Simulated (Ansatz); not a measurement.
Born–Oppenheimer molecular dynamics of a periodic cell of 28 atoms, LiCrSnO₄ (host LiCrSnO4, host structure Imma). It goes on from the last frame of an earlier run, with new velocities.

Computed with Ansatz 0.2.0, DFT PBEsol, scalar-relativistic, plane waves, PAW. Settings: accuracy low, cutoff 420 eV, k mesh 2x2x1, fermi-dirac smearing 0.05 eV, spin collinear.

```
ensemble        : NVT, Nosé–Hoover chain
time step       : 1 fs
steps asked     : 200
set temperature : 910 K
thermostat      : time constant 10 fs, chain length 1
seed            : 260826
```

First frame:

```xyz
28
Lattice="6.0557 0.0000 0.0000 0.0000 6.3456 0.0000 0.0000 0.0000 8.7033" Properties=species:S:1:pos:R:3
Li 2.906 0.936 0.865
Li -0.008 1.942 3.378
Cr 1.350 1.514 6.515
Cr 1.681 4.725 2.179
Sn 0.032 -0.046 0.034
Sn -0.004 3.131 -0.036
O -0.160 0.290 6.636
O 3.112 6.228 2.349
O 0.029 3.424 2.042
O 2.925 2.971 6.388
O 1.466 1.439 8.571
O 1.557 4.729 4.185
O 1.671 1.809 4.472
O 1.524 4.673 0.218
Li -0.216 5.153 5.437
Li 3.201 4.360 7.787
Cr 4.647 4.772 2.124
Cr 4.428 1.604 6.474
Sn 3.186 3.277 4.401
Sn 2.850 -0.020 4.296
O 3.207 3.518 2.323
O -0.214 3.014 6.768
O 2.953 0.252 6.407
O 0.210 6.044 2.107
O 4.518 4.930 4.303
O 4.714 1.411 8.513
O 4.541 4.775 0.268
O 4.316 1.659 4.484
```

**Question.** What does the run give?

**Answer.** The run went to its last step.

* steps done: 200
* time covered: 200 fs
* mean temperature over the second half: 882 K
* spread of the potential energy over the second half: 19.1 meV per atom
* mean potential energy of the second half above the start: 13.3 meV per atom

The conserved energy stayed within 0.093 meV per atom of its start (net change 0.022 meV per atom), so the integration is sound. A run of 0.2 ps of so small a system gives no equilibrium averages. No Hubbard correction was used and the magnetic state wasn't searched. Limits of this set-up: coarse k mesh, low accuracy level.

**Question.** What happens to the structure?

**Answer.** Mean squared displacements from the first frame to the last, about the centre of mass: Li 0.42 Å², Cr 0.04 Å², Sn 0.05 Å², O 0.07 Å². This is one draw of velocities; another would differ in detail.

**Question.** How do temperature and energy run in time?

**Answer.** 
| time (fs) | T (K) | potential energy less start (eV) | conserved less start (meV/atom) |
| --- | --- | --- | --- |
| 0 | 910 | 0.000 | 0.00 |
| 10 | 825 | 0.390 | 0.02 |
| 20 | 911 | 0.635 | 0.04 |
| 30 | 1082 | 0.591 | 0.05 |
| 40 | 928 | 0.599 | 0.02 |
| 50 | 673 | 1.024 | 0.05 |
| 60 | 984 | 0.610 | 0.02 |
| 70 | 1076 | 0.726 | 0.03 |
| 80 | 799 | 1.170 | 0.06 |
| 90 | 956 | 0.564 | 0.02 |
| 100 | 959 | 0.270 | 0.03 |
| 110 | 861 | 0.057 | 0.01 |
| 120 | 798 | 0.064 | 0.00 |
| 130 | 818 | 0.443 | 0.04 |
| 140 | 1055 | 0.616 | 0.02 |
| 150 | 930 | 1.356 | 0.08 |
| 160 | 952 | 1.261 | 0.08 |
| 170 | 1075 | 0.369 | 0.05 |
| 180 | 840 | -0.181 | 0.01 |
| 190 | 665 | -0.282 | 0.00 |
| 200 | 778 | -0.136 | 0.02 |

The run took 23 min on 2 threads of Intel(R) Xeon(R) 6975P-C (Granite Rapids), on a shared host, peak memory 1.2 GiB.
